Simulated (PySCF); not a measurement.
# C3H10BrGeN: the cost of one run

Computed with PySCF 2.14.0 and routines of our own; the level stands in each step. Atoms count from 0.

### Step 1. The starting structure

16 atoms, charge 0, multiplicity 1; geometry from: GFN2-xTB.

### Step 2. Relaxing the molecule at PBE0-D3(BJ)/def2-SVP

Job settings and geometry (Å):

```
{"job": {"xc": "PBE0", "basis": "def2-SVP", "d3": "d3bj", "grid": 1, "kind": "geom"}, "charge": 0, "multiplicity": 1}
C     -1.926683     0.269737    -0.432156
C     -0.863757    -0.741490    -0.042341
N      0.356718    -0.115503     0.437389
C      1.305975    -1.105212     0.908065
Ge     1.013598     1.436611    -0.234962
Br     1.694655     1.302135    -2.431543
H     -1.618703     0.834910    -1.313174
H     -2.854820    -0.244919    -0.667843
H     -2.107072     0.961206     0.389028
H     -0.647809    -1.398480    -0.899838
H     -1.246444    -1.376591     0.766868
H      2.210643    -0.609304     1.261600
H      0.869304    -1.662385     1.741015
H      1.583508    -1.822706     0.125885
H      2.243467     1.752452     0.575667
H     -0.020178     2.528483    -0.195072
```

Run with:

```sh
$ OMP_NUM_THREADS=1 python excited_run.py task.json out
```

One launch serves the whole session: the jobs run in the order shown.

**Question.** How long does this first job take on 1 thread of Arm Neoverse N1, shared host, and how much memory does it need?

About 94 s, with a peak of 0.78 GiB.
